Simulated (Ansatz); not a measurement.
# BFH2O2 (SMILES OB(O)F): functionals against CCSD(T) at one geometry

How do the functionals fare away from a minimum? The structure is a structure displaced at random from a GFN2-xTB minimum.

The runs use Ansatz 0.2.0, Gaussian basis; single points in def2-TZVPP.

Cores are frozen in the correlated methods.

### 1 Where the work starts

SMILES `OB(O)F`, 6 atoms, charge 0, spin multiplicity 1.

Atoms are counted from 1 here; the program's logs count them from 0.

Bond lengths: O1–B2 1.471 Å, O1–H5 0.895 Å, B2–O3 1.341 Å, B2–F4 1.312 Å, O3–H6 0.986 Å. Angles: B2–O1–H5 112.6°, O1–B2–O3 115.7°, O1–B2–F4 117.9°, O3–B2–F4 126.4°, B2–O3–H6 110.9°.

Geometry (Å):

```xyz
6
BFH2O2
O    -0.66080    1.14250   -0.45610
B    -0.02730   -0.09480    0.02530
O     1.02010    0.06910    0.84580
F    -0.54140   -1.23830   -0.36090
H    -1.28020    0.98970   -1.08360
H     1.43030   -0.79880    1.07130
```

### 2 CCSD(T)/def2-TZVPP

run/in.yaml

```yaml
crystal:
  periodic: [false, false, false]
  atoms:
    - {symbol: O, position_ang: [-0.660800, 1.142500, -0.456100]}
    - {symbol: B, position_ang: [-0.027300, -0.094800, 0.025300]}
    - {symbol: O, position_ang: [1.020100, 0.069100, 0.845800]}
    - {symbol: F, position_ang: [-0.541400, -1.238300, -0.360900]}
    - {symbol: H, position_ang: [-1.280200, 0.989700, -1.083600]}
    - {symbol: H, position_ang: [1.430300, -0.798800, 1.071300]}
basis:
  gaussian: {orbitals: def2-TZVPP}
correlation: {method: ccsd_t}
output: {forces: true}
```

No record of the launch command was kept for these runs.

### 3 PBE0-D4/def2-TZVPP

Edit run/in.yaml of step 2 so:

```diff
@@ -11,3 +11,3 @@
   gaussian: {orbitals: def2-TZVPP}
-correlation: {method: ccsd_t}
-output: {forces: true}
+hamiltonian: {xc: pbe0, dispersion: d4}
+output: {forces: true, orbitals: {seedname: orbitals}}
```

### 4 wB97M-V/def2-TZVPP

Edit run/in.yaml of step 3 so:

```diff
@@ -11,3 +11,3 @@
   gaussian: {orbitals: def2-TZVPP}
-hamiltonian: {xc: pbe0, dispersion: d4}
-output: {forces: true, orbitals: {seedname: orbitals}}
+hamiltonian: {xc: {name: wB97M-V}}
+output: {forces: true}
```

### 5 r2SCAN-D4/def2-TZVPP

Edit run/in.yaml of step 4 so:

```diff
@@ -11,3 +11,3 @@
   gaussian: {orbitals: def2-TZVPP}
-hamiltonian: {xc: {name: wB97M-V}}
+hamiltonian: {xc: r2scan, dispersion: d4}
 output: {forces: true}
```

### 6 PBE-D4/def2-TZVPP

Edit run/in.yaml of step 5 so:

```diff
@@ -11,3 +11,3 @@
   gaussian: {orbitals: def2-TZVPP}
-hamiltonian: {xc: r2scan, dispersion: d4}
+hamiltonian: {xc: pbe, dispersion: d4}
 output: {forces: true}
```

### 7 r2SCAN0-D4/def2-TZVPP

Edit run/in.yaml of step 6 so:

```diff
@@ -11,3 +11,3 @@
   gaussian: {orbitals: def2-TZVPP}
-hamiltonian: {xc: pbe, dispersion: d4}
+hamiltonian: {xc: {name: r2SCAN0}, dispersion: d4}
 output: {forces: true}
```

### 8 SPW92/def2-TZVPP

Edit run/in.yaml of step 7 so:

```diff
@@ -11,3 +11,3 @@
   gaussian: {orbitals: def2-TZVPP}
-hamiltonian: {xc: {name: r2SCAN0}, dispersion: d4}
+hamiltonian: {xc: lda}
 output: {forces: true}
```

(Steps that only read results are left out.)

What does the calculation give? Wanted: energy less free atoms, CCSD(T)/def2-TZVPP; RMS force component; RMS force error; HOMO and LUMO, PBE0-D4; T1 diagnostic.

As calculated:

```
                                  quantity                                                                                            value
energy less free atoms, CCSD(T)/def2-TZVPP                                                                                   -2591.4 kJ/mol
                       RMS force component                                                             2.128 to 2.295 eV/Å over the methods
                           RMS force error  PBE0-D4 0.124, wB97M-V 0.091, r2SCAN-D4 0.075, PBE-D4 0.262, r2SCAN0-D4 0.257, SPW92 0.356 eV/Å
                    HOMO and LUMO, PBE0-D4                                                                                -9.31 and 0.33 eV
                             T1 diagnostic                                                                                            0.012
```

**Reading.** Against CCSD(T) the functionals' energies less atoms differ by -510.6 to -10.4 kJ/mol, PBE-D4 by -135.8 kJ/mol. The reference is not at the basis limit: in triple zeta CCSD(T) underbinds, which counts against methods that bind more; the gaps are no ranking. On forces the order runs from r2SCAN-D4 to SPW92. Frozen-core CCSD(T) forces in triple zeta carry basis errors of their own, and this is one geometry, so small gaps rank nothing.
